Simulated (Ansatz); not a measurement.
# EuMg (CsCl type): response to moved atoms and strain

Aim: move atoms of EuMg (CsCl type) or strain its cell, and read the forces, the stress and the rise in energy. The start comes from a prototype table, not from a measured structure.

Program: Ansatz 0.2.0. Level of theory: DFT PBEsol, scalar-relativistic, plane waves, PAW. These are calculated values, not measurements.

**1. The system as given**

Symmetry: Pm-3m, No. 221, cubic system. The conventional cell has a = 3.934 Å, b = 3.934 Å, c = 3.934 Å, α = 90.00°, β = 90.00°, γ = 90.00°. Eu (site symmetry m-3m) has 8 Mg at 3.41 Å as nearest neighbours. Mg (site symmetry m-3m) is surrounded by 8 Eu at 3.41 Å.

As a file:

```
CELL_PARAMETERS angstrom
3.93414 0.00000 0.00000
0.00000 3.93414 0.00000
0.00000 0.00000 3.93414
ATOMIC_POSITIONS crystal
Eu 0.00000 0.00000 0.00000
Mg 0.50000 0.50000 0.50000
```

An earlier run at PBEsol left this cell at 30.445 Å³/atom and 0.00 GPa (8×8×8 mesh).

The changes: atom 1 (Eu) moved 0.08 Å along y; strain e4 = -0.02, atoms carried along.

**2. Atom 1 (Eu) moved 0.08 Å along y**

input.yaml

```yaml
crystal:
  lattice:
    - [3.9341424992, 0.0, 0.0]
    - [0.0, 3.9341424992, 0.0]
    - [0.0, 0.0, 3.9341424992]
  atoms:
    - { symbol: Eu, position: [0.0, 0.0203347998, 0.0], spin: 7.56 }
    - { symbol: Mg, position: [0.5, 0.5, 0.5] }
basis:
  ecutwfc: 420
  ecutrho_ratio: 4
kpoints:
  mp_grid: { grid: [8, 8, 8] }
hamiltonian:
  xc: pbesol
scf:
  occupations: { method: gaussian, width: 0.05 }
  lower_state_search: "off"
output:
  forces: true
  stress: true
  eigenvalues: true
  populations: true
magnetization:
  spin_polarized: true
checkpoint:
  read: start.run
  write: ck
  compress: false
  write_wavefunctions: false
  write_every: 100000
```

start.run holds the converged state of the cell before the atoms were moved.

Launch:

```sh
$ ansatz run input.yaml --threads 4 --pin off --max-ram 4096MiB --backend cpu --events-out ev --progress --plain --runs-dir out
```

The program printed (excerpt; [...] marks lines left out):

```text
Warning: checkpoint.read: the run can stay near the saved state's solution: 1 site(s) moved relative to the saved geometry (max |Δs| = 2.033e-2 fractional); the SCF starts from the saved state under `checkpoint.density_extrapolation: transplant`, in force with no word given. A run without [...]
Warning: RAYON_NUM_THREADS=4 ignored (pool sized by the plan → 4); use --threads N
Eu: projections on atomic orbitals take those of the free atom [Kr 4d10] 4f7 5s2 5p6 5d0 6s2, of charge +0.00 (hamiltonian.pseudopotentials.projection_atoms); the dataset's partial waves leave at most 1.0e-3 of an orbital's norm unspanned inside its sphere
[...]
Pseudopotentials: kind: paw
Pseudopotential: Eu, paw, valence charge 17, recommended cutoff 420 eV (normal), Eu.paw.azcp
Pseudopotential: Mg, paw, valence charge 10, recommended cutoff 420 eV (normal), Mg.paw.azcp
Functional definition: PBEsol
[...]
Crystal: 2 atoms, lattice volume = 60.891 Å³
Basis set: ecut = 420 eV, 1213 PW (Γ), exchange–correlation on 54×54×54 points (8 copies of the dense FFT grid, shifted against one another)
Bands: 22, of which v1, the nominal top of the filled ones, is band 14 counted from 1 (13 counted from 0)
Symmetry: 8 space group operations
Space group: P4mm (ITA 99), of the structure as read, at distance tolerance 3.9e-5 Å
Magnetic group: BNS 99.163 (UNI 823), of the structure as read, at distance tolerance 3.9e-5 Å
k-points: 75 of 512 (time reversal used)
[...]
Starting moments: Σ|m| = 7.56 μB on 1 of 2 sites; this step starts from the density that it was given
[...]
SCF iter   1: F=—  HF=-10575.986316 eV  |F-HF|=—  |Δ(HF+E_count)|=         —  Δρ=5.38e-2 (↑5.38e-2 ↓4.32e-2)  dr2=5.49e-2  dr2_m=1.31e0  M=7.234 μB ∫|m|=7.234 μB  β_m=0.30  ethr=2.01e-4  ⟨swp⟩=1.3  Hψ=18622  notcnv=0
[...]
spin=Collinear: Kerker preconditioning applied to the charge; magnetization (m = ρ↑ − ρ↓) channel mixes plain (no charge-response kernel on spin).
[...]
SCF iter   8: F=-10576.655518 eV  HF=-10576.655518 eV  |F-HF|=2.87e-8  |Δ(HF+E_count)|=   9.87e-8  Δρ=4.62e-6 (↑4.07e-6 ↓4.62e-6)  dr2=8.02e-8  dr2_m=2.16e-9  M=7.231 μB ∫|m|=7.231 μB  ethr=3.70e-10  ⟨swp⟩=5.2  Hψ=15190  notcnv=0
[...]
SCF converged after 8 iterations
Magnetization: 7.2314 μB (17.1157 up, 9.8843 down)
Absolute magnetization: 7.2316 μB (∫|ρ↑−ρ↓|, with the PAW one-centre terms)
Spin contamination: 0.0081 ħ² per cell (⟨S²⟩ above its minimum at these occupations)
Per-site moments (μB) at R_I (Å): [(6.86479980972751, 1.3866245330055849), (0.05298677315708083, 1.3866245330055849)]
Free energy (F): -10576.655518 eV
[...]
E sigma→0 (E₀):  -10576.654373 eV
Entropy (-TS):   -0.002290 eV (-1.145 meV/atom)
Fermi energy:    8.298944 eV
[...]
--- Forces (eV/Å), atoms counted from 1 ---
  atom   1  Eu     0.00000000    -0.21831528     0.00000000
  atom   2  Mg    -0.00000000     0.21843929     0.00000000
[...]
--- Stress (GPa, compression-positive) ---
        0.061233      -0.000000       0.000000
       -0.000000      -0.004108       0.000000
        0.000000       0.000000       0.061233
  P = ⅓ Tr σ = 0.0395 GPa (0.395 kbar)
--- Band table (eV; the first three rows and the last of 150) ---
[... band rows left out ...]
[...]
--- Löwdin populations: 2 sites ---
  site symbol       q [e]    m [muB]
     0     Eu     17.8890     7.2089
     1     Mg      8.9080    -0.0085
  spilling = 0.007519 (of n_electrons = 27.000000)
```

Run time: 13 s. Hardware: 4 threads of an Arm CPU, shared host; peak memory 0.5 GiB.

This gives: volume 30.445 Å³/atom, pressure 0.04 GPa, a metal on this mesh, moments in the atoms' spheres Eu 6.86; Mg 0.05 μB.

Forces on the atoms, as numbers:

| atom | x (eV/Å) | y (eV/Å) | z (eV/Å) |
| --- | --- | --- | --- |
| Eu1 | 0.000 | -0.218 | 0.000 |
| Mg2 | 0.000 | 0.218 | 0.000 |

**3. Strain e4 = -0.02, atoms carried along**

input.yaml

```yaml
crystal:
  lattice:
    - [3.9341424992, 0.0, 0.0]
    - [0.0, 3.9341424992, -0.039341425]
    - [0.0, -0.039341425, 3.9341424992]
  atoms:
    - { symbol: Eu, position: [0.0, 0.0, 0.0], spin: 7.56 }
    - { symbol: Mg, position: [0.5, 0.5, 0.5] }
basis:
  ecutwfc: 420
  ecutrho_ratio: 4
kpoints:
  mp_grid: { grid: [8, 8, 8] }
hamiltonian:
  xc: pbesol
scf:
  occupations: { method: gaussian, width: 0.05 }
output:
  forces: true
  stress: true
  eigenvalues: true
  populations: true
magnetization:
  spin_polarized: true
```

Launch:

```sh
$ ansatz run input.yaml --threads 4 --pin off --max-ram 4096MiB --backend cpu --events-out ev --progress --plain --runs-dir out
```

The program printed (excerpt; [...] marks lines left out):

```text
Warning: where an SCF of this run starts from atoms to list the orders of its open shells, Eu (site 0, from 0) starts with 6.32 μB on its 4f shell and 0.68 μB on its 5d shell, in the place of the 7.56 μB that the deck gives it: its open shells can hold no more by Hund's first rule. To [...]
Warning: RAYON_NUM_THREADS=4 ignored (pool sized by the plan → 4); use --threads N
Eu: projections on atomic orbitals take those of the free atom [Kr 4d10] 4f7 5s2 5p6 5d0 6s2, of charge +0.00 (hamiltonian.pseudopotentials.projection_atoms); the dataset's partial waves leave at most 1.0e-3 of an orbital's norm unspanned inside its sphere
[...]
Pseudopotentials: kind: paw
Pseudopotential: Eu, paw, valence charge 17, recommended cutoff 420 eV (normal), Eu.paw.azcp
Pseudopotential: Mg, paw, valence charge 10, recommended cutoff 420 eV (normal), Mg.paw.azcp
Functional definition: PBEsol
[...]
Crystal: 2 atoms, lattice volume = 60.885 Å³
[...]
SCF converged after 12 iterations
Magnetization: 7.2336 μB (17.1168 up, 9.8832 down)
Absolute magnetization: 7.2338 μB (∫|ρ↑−ρ↓|, with the PAW one-centre terms)
Spin contamination: 0.0081 ħ² per cell (⟨S²⟩ above its minimum at these occupations)
Per-site moments (μB) at R_I (Å): [(6.870148707736272, 1.3960615656320816), (0.055151673527580686, 1.3960615656320816)]
Free energy (F): -10576.661866 eV
[...]
E sigma→0 (E₀):  -10576.660765 eV
Entropy (-TS):   -0.002203 eV (-1.101 meV/atom)
Fermi energy:    8.302668 eV
[...]
--- Forces (eV/Å), atoms counted from 1 ---
  atom   1  Eu     0.00000000    -0.00000000     0.00000000
  atom   2  Mg     0.00000000     0.00000000     0.00000000
[...]
--- Stress (GPa, compression-positive) ---
        0.013097       0.000000       0.000000
        0.000000       0.004189       0.634281
        0.000000       0.634281       0.004189
  P = ⅓ Tr σ = 0.0072 GPa (0.072 kbar)
--- Band table (eV; the first three rows and the last of 210) ---
[... band rows left out ...]
[...]
--- Löwdin populations: 2 sites ---
  site symbol       q [e]    m [muB]
     0     Eu     17.8888     7.2107
     1     Mg      8.9079    -0.0086
  spilling = 0.007530 (of n_electrons = 27.000000)
```

Wall time 14 s (4 threads of an Arm CPU, shared host); peak memory 0.54 GiB.

Result: volume 30.442 Å³/atom, pressure 0.01 GPa, metallic, moments in the atoms' spheres Eu 6.87; Mg 0.06 μB.

**4. The distortions side by side**

| change | change of free energy (meV/atom) | largest force (eV/Å) | largest change of stress (GPa) |
| --- | --- | --- | --- |
| atom 1 (Eu) moved 0.08 Å along y | 4.38 | 0.218 | 0.06 |
| strain e4 = -0.02, atoms carried along | 1.20 | 0.000 | 0.63 |

Moving atom 1 by 0.08 Å meets a restoring force of 0.218 eV/Å along the move, a force constant of about 2.7 eV/Å². The strain e4 = -0.02 changes that stress component by +0.63 GPa (compression positive), a ratio of 32 GPa; that is a secant over a finite strain with the atoms carried along, not the elastic constant. No change lowers the energy by more than 0.5 meV/atom; other distortions weren't tried. No U acts on the 4f shell, so its levels can lie too near the Fermi level. Spin–orbit coupling is left out, though the cell holds Eu; it splits the 4f levels.
